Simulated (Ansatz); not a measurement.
# CHBClFO: a ladder of functionals and wavefunction methods

Aim: compute CHBClFO with functionals from several rungs and with coupled cluster. The yardstick is the atomisation energy at the CCSD(T) limit.

The runs use Ansatz 0.2.0, Gaussian basis; functionals in def2-TZVPP, the program's frozen cores in correlated methods.

Levels to be run: LDA (SPW92), PBE-D4, revPBE-D4, BLYP-D4, r2SCAN-D4, B97M-V, PBE0-D4, B3LYP-D4, r2SCANh-D4, r2SCAN0-D4, HSE06-D4, BHLYP-D4, CAM-B3LYP-D4, LC-ωPBE, ωB97X-V, ωB97M-V, B2PLYP, PBE-QIDH; CCSD(T)/def2-SVP; CCSD(T)/def2-TZVPP; MP2/def2-QZVPP; extrapolation to the limit; RPA on PBE.

### Step 1. The geometry

The geometry comes from an earlier relaxation with PBE0-D4 in a triple-zeta def2 set; it is a stationary point.

SMILES `FC1OB1Cl`, 6 atoms, charge 0, spin multiplicity 1.

Atoms are counted from 1 here; the program's logs count them from 0.

Bond lengths: F1–C2 1.347 Å, C2–O3 1.470 Å, C2–B4 1.505 Å, C2–H6 1.086 Å, O3–B4 1.335 Å, B4–Cl5 1.709 Å. Angles: F1–C2–O3 112.6°, F1–C2–B4 121.0°, F1–C2–H6 110.4°, O3–C2–B4 53.3°, O3–C2–H6 112.8°, B4–C2–H6 128.2°, C2–O3–B4 64.7°, C2–B4–O3 62.0°, C2–B4–Cl5 159.7°, O3–B4–Cl5 138.2°.

### Step 2. LDA

This LDA is Slater exchange with PW92 correlation.

Contents of in.yaml:

```yaml
crystal:
  periodic: [false, false, false]
  atoms:
    - {symbol: F, position_ang: [-0.276039, -1.630788, 0.652849]}
    - {symbol: C, position_ang: [-0.007095, -0.311085, 0.617662]}
    - {symbol: O, position_ang: [1.091337, 0.017612, -0.302453]}
    - {symbol: B, position_ang: [-0.111780, 0.466781, -0.666596]}
    - {symbol: Cl, position_ang: [-0.812046, 1.324210, -1.969035]}
    - {symbol: H, position_ang: [0.157722, 0.069070, 1.621272]}
basis:
  gaussian: {orbitals: def2-TZVPP}
hamiltonian: {xc: lda}
output: {orbitals: {seedname: orbitals}}
```

After this run come: PBE-D4 (GGA); revPBE-D4 (GGA); BLYP-D4 (GGA); r2SCAN-D4 (meta-GGA); B97M-V (meta-GGA); PBE0-D4 (hybrid); B3LYP-D4 (hybrid); r2SCANh-D4 (hybrid); r2SCAN0-D4 (hybrid); HSE06-D4 (hybrid); BHLYP-D4 (hybrid); CAM-B3LYP-D4 (range-separated); LC-ωPBE (range-separated); ωB97X-V (range-separated); ωB97M-V (range-separated); B2PLYP (double hybrid); PBE-QIDH (double hybrid); CCSD(T) in def2-SVP; CCSD(T) in def2-TZVPP; MP2 in def2-QZVPP; RPA on PBE orbitals.

Q: Predict the results of all the runs planned. Wanted: atomisation energy, CCSD(T)/CBS; farthest beyond LDA; mean size of error, GGA; mean size of error, meta-GGA; mean size of error, hybrid; mean size of error, range-separated; mean size of error, double hybrid; gap, smallest and largest; T1 diagnostic.

As calculated:

| quantity | value |
| --- | --- |
| atomisation energy, CCSD(T)/CBS | 25.394 eV |
| functionals within 0.127 eV (0.5 %) | B3LYP-D4, B2PLYP |
| farthest beyond LDA | PBE-D4 (+1.508 eV) |
| mean size of error, GGA | 0.777 eV |
| mean size of error, meta-GGA | 0.476 eV |
| mean size of error, hybrid | 0.475 eV |
| mean size of error, range-separated | 0.314 eV |
| mean size of error, double hybrid | 0.126 eV |
| gap, smallest and largest | 4.99 eV (LDA (SPW92)), 12.82 eV (LC-ωPBE) |
| T1 diagnostic | 0.0142 |
| triples share of the correlation energy | 4.0 % |

**Reading.** The LDA atomisation energy is off by 5.395 eV (21 %): it overbinds. PBE-D4 misses by +1.508 eV. Double hybrids carry the basis error of their MP2 part in triple zeta, and no dispersion term here, so their miss is partly the set-up's. By mean error the best rung here is double hybrid (0.126 eV) and the worst beyond LDA is GGA (0.777 eV). The reference freezes the cores and leaves out relativity and excitations past (T), so misses under about 0.127 eV can't be ranked. Hartree-Fock recovers 69 % of the binding; the rest is correlation. CCSD(T) in def2-SVP is off by -1.168 eV, more than most functionals: a good method in a small basis is no reference. The gap grows from 5.0 to 12.8 eV across the functionals, mostly with the share of exact exchange.
